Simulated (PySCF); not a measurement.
# MgZn: from the state search to spectroscopic constants

An exercise on one series of results from a longer session: the logs are not shown, and one member is left open.

Program: PySCF 2.14.0. Level of theory: Mg def2-SVP, Zn def2-SVP, no relativity. These are calculated values, not measurements.

The first run:

Settings of the job:

```json
{
  "atoms": "Mg, Zn",
  "charge": "0",
  "basis": "Mg def2-SVP, Zn def2-SVP",
  "Hamiltonian": "no relativity",
  "basis functions": "49",
  "electrons treated": "42",
  "masses in u": "23.9850, 63.9291",
  "levels": "PBE0, PBE, r²SCAN, r²SCANh, BHandHLYP, TPSS, CAM-B3LYP, HF, MP2, SCS-MP2, CCSD, CCSD(T)",
  "grid": "80 radial by 434 angular points",
  "occupations": "held fixed by the projection of orbital angular momentum",
  "dissociation limit": "Mg + Zn, each in its ground configuration",
  "starting distance in angstrom": "2.545",
  "values of 2S to try": "0, 2"
}
```

Command:

```console
OMP_NUM_THREADS=1 python dia.py task.json out
```

Among the steps run: Input; PBE0 along the bond; Higher solutions at PBE0; PBE (GGA); r²SCAN (meta-GGA); r²SCANh; BHandHLYP; TPSS (meta-GGA); CAM-B3LYP (range-separated hybrid); RHF; Correlated methods on the Hartree–Fock reference.

One of the session's tables, all rows but one given; the rest of the session is left out.

Energy (eV) from each level's lowest point:

| R (Å) | RHF | RHF-MP2 | RHF-SCS-MP2 | RHF-CCSD | RHF-CCSD(T) |
| --- | --- | --- | --- | --- | --- |
| 2.858 | 0.403 | 0.142 | 0.184 | n/a | n/a |
| 2.991 | 0.294 | 0.081 | 0.115 | 0.119 | 0.092 |
| 3.124 | ? | ? | ? | ? | ? |
| 3.223 | 0.169 | 0.024 | 0.046 | 0.050 | 0.033 |
| 3.323 | 0.132 | 0.012 | 0.029 | 0.033 | 0.019 |
| 3.423 | 0.103 | 0.005 | 0.017 | 0.020 | 0.010 |
| 3.556 | 0.072 | 0.000 | 0.007 | 0.010 | 0.003 |
| 3.722 | 0.043 | 0.000 | 0.001 | 0.002 | 0.000 |
| 3.921 | 0.020 | 0.005 | 0.000 | 0.000 | 0.002 |
| 4.187 | 0.000 | 0.016 | 0.004 | n/a | n/a |

Q: Estimate the row for R (Å) = 3.124 from the others.

Worked estimate for «RHF». A straight line through the neighbours (2.991, 0.294) and (3.223, 0.169) gives 0.294 + (0.169 − 0.294) × (3.124 − 2.991) / (3.223 − 2.991) = 0.222; a parabola fitted to 4 rows on both sides gives 0.213.

As computed: RHF: 0.215; RHF-MP2: 0.043; RHF-SCS-MP2: 0.069; RHF-CCSD: 0.073; RHF-CCSD(T): 0.052. In «RHF» the line misses by +0.007 and the parabola by -0.002.

Limits of these values: The bond is weak, and basis-set superposition, which was not computed, may be a sizeable part of it.
